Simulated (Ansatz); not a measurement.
Below is the output of a Python script on Ansatz 0.2.0 through its Python package that makes a band structure of ZrCu₂P₂, space group P-3m1. Write a script that gives it. Settings: r2SCAN, PAW, cutoff 380 eV, 7×7×4 k-points, cold smearing of 0.01 eV.

```
CELL_PARAMETERS angstrom
3.79715 0.00000 0.00000
-1.89858 3.28843 0.00000
0.00000 0.00000 6.15259
ATOMIC_POSITIONS crystal
Zr 0.00000 0.00000 0.00000
Cu 0.66667 0.33333 0.36111
Cu 0.33333 0.66667 0.63889
P 0.66667 0.33333 0.74783
P 0.33333 0.66667 0.25217
```

```console
$ python run_bands.py
DeckWarning: basis.ecutwfc = 380 eV is below the records' recommended 500 eV, and the density's cutoff is lower with it unless basis.ecutrho_ratio is high enough to keep the records' density cutoff: compare with a run at a higher cutoff
F = E - TS               -18979.68472 eV
E                        -18979.68464 eV
Harris-Foulkes           -18979.68472 eV
Fermi level                  13.91254 eV
zero of the bands: 13.913 eV, the Fermi level found on the SCF mesh
channel 0: bands that cross the Fermi level on this path: [28, 29, 30, 31]
  0.000   0.000   0.000      0.114    0.214    0.246    0.246
  0.050  -0.000   0.000     -0.134   -0.022    0.149    0.264
  0.100  -0.000   0.000     -0.709   -0.384    0.185    0.267
  0.150   0.000   0.000     -1.297   -0.723   -0.052    0.290
  0.200  -0.000   0.000     -1.822   -1.033   -0.538    0.368
  0.250   0.000   0.000     -2.160   -1.316   -1.078    0.437
  0.300   0.000   0.000     -2.227   -1.590   -1.566    0.491
  0.350   0.000   0.000     -2.330   -2.026   -1.761    0.529
  0.400  -0.000   0.000     -2.465   -2.353   -1.884    0.554
  0.450   0.000   0.000     -2.590   -2.547   -1.945    0.568
  0.500   0.000   0.000     -2.642   -2.609   -1.962    0.572
  0.483   0.033   0.000     -2.661   -2.632   -1.935    0.611
  0.467   0.067   0.000     -2.706   -2.691   -1.868    0.719
  0.450   0.100   0.000     -2.764   -2.754   -1.782    0.868
  0.433   0.133   0.000     -2.831   -2.786   -1.698    1.028
  0.417   0.167   0.000     -2.877   -2.796   -1.627    1.167
  0.400   0.200   0.000     -2.892   -2.790   -1.576    1.260
  0.383   0.233   0.000     -2.879   -2.778   -1.547    1.299
  0.367   0.267   0.000     -2.853   -2.770   -1.537    1.298
  0.350   0.300   0.000     -2.823   -2.774   -1.537    1.285
  0.333   0.333   0.000     -2.794   -2.794   -1.539    1.279
  0.300   0.300   0.000     -2.871   -2.738   -1.518    1.267
  0.267   0.267   0.000     -2.926   -2.658   -1.439    1.089
  0.233   0.233   0.000     -2.868   -2.517   -1.296    0.808
  0.200   0.200   0.000     -2.655   -2.290   -1.090    0.570
  0.167   0.167   0.000     -2.326   -1.976   -0.816    0.431
  0.133   0.133   0.000     -1.916   -1.588   -0.471    0.380
  0.100   0.100   0.000     -1.400   -1.137   -0.086    0.333
  0.067   0.067   0.000     -0.796   -0.641    0.221    0.247
  0.033   0.033   0.000     -0.181   -0.128    0.166    0.272
  0.000   0.000   0.000      0.114    0.214    0.246    0.246
  0.000   0.000   0.050     -0.110    0.237    0.237    0.420
  0.000   0.000   0.100     -0.387    0.212    0.212    0.571
  0.000   0.000   0.150     -0.670    0.171    0.171    0.537
  0.000   0.000   0.200     -0.948    0.116    0.116    0.502
  0.000   0.000   0.250     -1.214    0.053    0.053    0.470
  0.000   0.000   0.300     -1.459   -0.011   -0.011    0.444
  0.000   0.000   0.350     -1.670   -0.069   -0.069    0.423
  0.000   0.000   0.400     -1.837   -0.115   -0.115    0.409
  0.000   0.000   0.450     -1.944   -0.144   -0.144    0.400
  0.000   0.000   0.500     -1.982   -0.154   -0.154    0.397
  0.050  -0.000   0.500     -1.970   -0.489   -0.370    0.527
  0.100  -0.000   0.500     -1.936   -1.060   -0.699    0.616
  0.150   0.000   0.500     -1.901   -1.616   -0.973    0.658
  0.200  -0.000   0.500     -2.083   -1.807   -1.121    0.660
  0.250   0.000   0.500     -2.295   -1.737   -1.131    0.564
  0.300   0.000   0.500     -2.533   -1.612   -1.066    0.399
  0.350   0.000   0.500     -2.776   -1.429   -0.986    0.215
  0.400  -0.000   0.500     -2.999   -1.194   -0.921   -0.003
  0.450   0.000   0.500     -3.164   -0.927   -0.881   -0.261
  0.500   0.000   0.500     -3.186   -0.868   -0.730   -0.456
```
(Warnings from the package without file and line.)

The script that was run (others could print the same):

The script, `run_bands.py`:
```python
"""Band structure of ZrCu2P2."""

import ansatz as az
import numpy as np

lattice = az.Lattice.of(
    [3.797154, 0.0, 0.0],
    [-1.898577, 3.288432, 0.0],
    [0.0, 0.0, 6.152592],
)
sites = [
    ("Zr", [0.0, 0.0, 0.0]),
    ("Cu", [2 / 3, 1 / 3, 0.361112]),
    ("Cu", [1 / 3, 2 / 3, 0.638888]),
    ("P", [2 / 3, 1 / 3, 0.747826]),
    ("P", [1 / 3, 2 / 3, 0.252174]),
]
zrcu2p2 = az.Crystal(lattice=lattice)
for symbol, position in sites:
    zrcu2p2 = zrcu2p2.atom(symbol, position)

# high-symmetry points in fractions of the reciprocal vectors
path = [
    ("G", (0.0, 0.0, 0.0)),
    ("M", (0.5, 0.0, 0.0)),
    ("K", (0.33333, 0.33333, 0.0)),
    ("G", (0.0, 0.0, 0.0)),
    ("A", (0.0, 0.0, 0.5)),
    ("L", (0.5, 0.0, 0.5)),
]
base = (
    zrcu2p2.calculation()
    .functional(az.Functional.R2SCAN)
    .basis(380, xc_grid=2)
    .kpoints(density=3.4)
    .occupations("cold", width=10 * az.meV)
    .mixing("anderson", beta=0.5)
    .scf(tolerance=1e-08)
    .band_structure([point for _, point in path], intervals=10)
    .scf(extra_bands=10)
)
done = base.run(threads=1, backend="cpu")
rep = done.report

print("%-22s %14.5f eV" % ("F = E - TS", rep["free_energy_ev"]))
print("%-22s %14.5f eV" % ("E", rep["internal_energy_ev"]))
print("%-22s %14.5f eV" % ("Harris-Foulkes", rep["harris_foulkes_ev"]))
print("%-22s %14.5f eV" % ("Fermi level", rep["fermi_energy_ev"]))

bands = done.band_structure()
fermi = bands.fermi_energy_ev
print(f"zero of the bands: {fermi:.3f} eV, the Fermi level found on the SCF mesh")
for spin, channel in enumerate(bands.channels):
    levels = channel.eigenvalues_ev - fermi
    crossing = [b for b in range(levels.shape[1]) if levels[:, b].min() < 0 < levels[:, b].max()]
    print(f"channel {spin}: bands that cross the Fermi level on this path:", [b + 1 for b in crossing] or "none")
    shown = crossing or sorted(np.argsort(np.abs(levels).min(axis=0))[:2])
    for k, row in zip(bands.kpoints_frac, levels[:, shown]):
        print(f"{k[0]:7.3f} {k[1]:7.3f} {k[2]:7.3f}  ", " ".join(f"{e:8.3f}" for e in row))
```

Notes:
- The settings weren't tested for convergence.
- The cutoff lies under the one recommended for these potentials.
- For a metal this k-point mesh is coarse: on a finer one energies can move by several to tens of meV an atom and pressures by half a GPa or more, differences at one mesh by less.
- An absolute Fermi energy rests on an arbitrary zero of the periodic potential and has no direct meaning.
- This cell is a computed structure, which may not be the phase found in nature.
- Gaps and levels are Kohn-Sham values on a finite set of k-points, without spin-orbit coupling.
- Processor time in the engine: 11 s on 1 thread of Intel(R) Xeon(R) Processor @ 2.30GHz, on a shared host, peak memory 0.66 GiB.
